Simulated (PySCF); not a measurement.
# One shape, several levels: [SiCl3]+ (SMILES Cl[Si+](Cl)Cl)

Aim: a comparison of 6 runs (HF/def2-SVP, B3LYP/6-31G*, CCSD/pcseg-1, CCSD/aug-cc-pVDZ, CCSD(T)/6-31G) of [SiCl3]+. The job is set up through a Python script.

The results are computed with PySCF 2.14.0.

## Step 1: The system as given

[SiCl3]+: 4 atoms, total charge +1, spin state singlet. As SMILES, `Cl[Si+](Cl)Cl`. The coordinates come from a PBE0-D4/def2-TZVP relaxation.

Bond lengths: Cl1–Si2 1.947 Å, Si2–Cl3 1.947 Å, Si2–Cl4 1.947 Å. Angles: Cl1–Si2–Cl3 120.0°, Cl1–Si2–Cl4 120.0°, Cl3–Si2–Cl4 120.0°.

## Step 2: Energy and gradient at HF/def2-SVP (run 1)

File geometry.xyz:

```xyz
4

Cl    -1.556000    -0.622300     0.990900
Si     0.000000    -0.000100    -0.000100
Cl     1.772000    -0.669600     0.449500
Cl    -0.216000     1.292000    -1.440300
```

File input.py:

```python
import pyscf.grad
from pyscf import gto

molecule = gto.M(
    atom='geometry.xyz',
    max_memory=1860,
    verbose=3,
    basis='def2-svp',
    charge=1,
)

hf = molecule.RHF()
hf.conv_tol = 1e-10
hf.kernel()
if not hf.converged:
    hf = hf.newton().run(hf.mo_coeff, hf.mo_occ)

e_final = hf.e_tot
print('E = %.10f Eh' % e_final)
grad = hf.Gradients().kernel()
hf.analyze()
```

Command:

```sh
$ OMP_NUM_THREADS=1 python input.py
```

Log:

```text
converged SCF energy = -1666.73223677408
[... 17 lines left out ...]
MO #9   energy= -8.29926019319625  occ= 2
[... 8 lines left out ...]
MO #18  energy= -4.63384712118501  occ= 2
[... 8 lines left out ...]
MO #27  energy= -0.769155729790139 occ= 2
[... 8 lines left out ...]
MO #36  energy= 0.00300589299873521 occ= 0
[... 8 lines left out ...]
MO #45  energy= 0.427203929483196  occ= 0
[... 8 lines left out ...]
MO #54  energy= 0.775530714164139  occ= 0
[... 8 lines left out ...]
MO #63  energy= 0.999077210195994  occ= 0
[... 8 lines left out ...]
MO #72  energy= 1.44225744663885   occ= 0
[... 6 lines left out ...]
WARN: System has nonzero charge 1; the dipole moment is origin-dependent.
Location of origin: [0. 0. 0.]

Dipole moment(X, Y, Z, Debye):  0.00003, -0.00059, -0.00061
```

Run time: 6.6 s. Hardware: 1 thread of Intel Xeon at 2.70GHz, shared host; peak memory 0.14 GiB.

## Step 3: Energy and gradient at B3LYP/6-31G(d) (spherical functions) (run 2)

File mol.xyz:

```xyz
4

Cl    -1.556000    -0.622300     0.990900
Si     0.000000    -0.000100    -0.000100
Cl     1.772000    -0.669600     0.449500
Cl    -0.216000     1.292000    -1.440300
```

File calc.py:

```python
from pyscf import gto, dft

mol = gto.M(
    atom='mol.xyz',
    charge=1,
    spin=0,
    basis='6-31g*',
    verbose=4,
    max_memory=1860,
)

myscf = dft.RKS(mol)
myscf.xc = 'b3lyp'
myscf.grids.level = 5
myscf.conv_tol = 1e-10
myscf.kernel()
if not myscf.converged:
    myscf = myscf.newton().run(myscf.mo_coeff, myscf.mo_occ)

e_final = myscf.e_tot
print('E(%s) = %.9f' % ('B3LYP', e_final))
grad = myscf.nuc_grad_method().kernel()
myscf.analyze()
```

Command:

```sh
$ OMP_NUM_THREADS=1 python calc.py
```

Log:

```text
PySCF version 2.14.0

[... 91 lines left out ...]
MO #2   energy= -101.787966733     occ= 2
[... 9 lines left out ...]
MO #12  energy= -7.47671327576227  occ= 2
[... 9 lines left out ...]
MO #22  energy= -1.08971459343472  occ= 2
[... 9 lines left out ...]
MO #32  energy= -0.560485101098728 occ= 2
[... 9 lines left out ...]
MO #42  energy= 0.140208221229202  occ= 0
[... 9 lines left out ...]
MO #52  energy= 0.325905369451927  occ= 0
[... 9 lines left out ...]
MO #62  energy= 0.613669219314171  occ= 0
[... 9 lines left out ...]
MO #72  energy= 1.11856275435504   occ= 0
[... 80 lines left out ...]
WARN: System has nonzero charge 1; the dipole moment is origin-dependent.
Location of origin: [0. 0. 0.]

Dipole moment(X, Y, Z, Debye):  0.00004, -0.00039, -0.00043
```

Wall time 35 s (1 thread of Intel Xeon at 2.70GHz, shared host); peak memory 0.7 GiB.

Runs 3 to 5 aren't shown in full; the table further down has their settings and results.

## Step 4: A single-point energy at CCSD(T)/6-31G (run 6)

File input.py:

```python
from pyscf import gto, cc

mol = gto.M(
    atom='''
Cl    -1.556000    -0.622300     0.990900
Si     0.000000    -0.000100    -0.000100
Cl     1.772000    -0.669600     0.449500
Cl    -0.216000     1.292000    -1.440300
''',
    spin=0,
    max_memory=1860,
    charge=1,
    basis='6-31g',
    verbose=4,
)

myscf = mol.RHF()
myscf.conv_tol = 1e-10
myscf.kernel()
if not myscf.converged:
    myscf = myscf.newton().run(myscf.mo_coeff, myscf.mo_occ)

mycc = cc.CCSD(myscf, frozen=20)
mycc.kernel()
e_t = mycc.ccsd_t()
etot = mycc.e_tot + e_t
print(f'total energy: {etot:.8f} hartree')
dip = myscf.dip_moment()
pop, q = myscf.mulliken_pop()
```

Command:

```sh
$ OMP_NUM_THREADS=1 python input.py
```

Log:

```text
PySCF version 2.14.0

[... 56 lines left out ...]
converged SCF energy = -1666.98736421455
[... 12 lines left out ...]
Init t2, MP2 energy = -1667.16075819191  E_corr(MP2) -0.173393977363666
[... 9 lines left out ...]
CCSD converged
[... 2 lines left out ...]
total energy: -1667.18519266 hartree
[... 1 line left out ...]
WARN: System has nonzero charge 1; the dipole moment is origin-dependent.
[... 2 lines left out ...]
Dipole moment(X, Y, Z, Debye):  0.00005, -0.00063, -0.00067
[... 57 lines left out ...]
charge of    3Cl =     -0.01036
```

Run time: 2.7 s. Hardware: 1 thread of Intel Xeon at 2.70GHz, shared host; peak memory 0.14 GiB.

## Step 5: Overview of the runs

```
run                               level  integration grid  Cartesian functions   energy (Eh)  HOMO energy (eV)  LUMO energy (eV)  HOMO–LUMO gap (eV)  wall time
  1                         HF/def2-SVP                 –                   no  -1666.732237            -18.89             -4.97               13.93      6.6 s
  2  B3LYP/6-31G* (spherical functions)                 5                   no  -1669.866452            -15.25             -8.70                6.55       35 s
  3  B3LYP/6-31G* (Cartesian functions)                 5                  yes  -1669.877811            -15.25             -8.70                6.55       31 s
  4                        CCSD/pcseg-1                 –                   no  -1667.624058            -18.95             -5.21               13.74      4.5 s
  5                    CCSD/aug-cc-pVDZ                 –                   no  -1667.821784            -18.80             -4.91               13.90       18 s
  6                       CCSD(T)/6-31G                 –                   no  -1667.185193            -19.50             -6.29               13.22      2.7 s
```

## Step 6: Results

| quantity | value |
| --- | --- |
| run 6: total energy | -1667.18519 Eh |
| run 6: HOMO energy (Hartree–Fock orbitals) | -19.50 eV |
| run 6: LUMO energy (Hartree–Fock orbitals) | -6.29 eV |
| run 6: HOMO–LUMO gap (Hartree–Fock orbitals) | 13.22 eV |
| run 6: correlation energy (20 core orbitals frozen) | -197.8 mEh |
| run 6: (T) correction | -6.51 mEh |
| run 6: T1 diagnostic | 0.016 |

What this shows: Over runs 1, 2, 3 the HOMO–LUMO gap runs from 6.55 eV (B3LYP/6-31G*) to 13.93 eV (HF/def2-SVP). The two ends differ in method and basis. All runs together took 98 s, the longest 35 s.
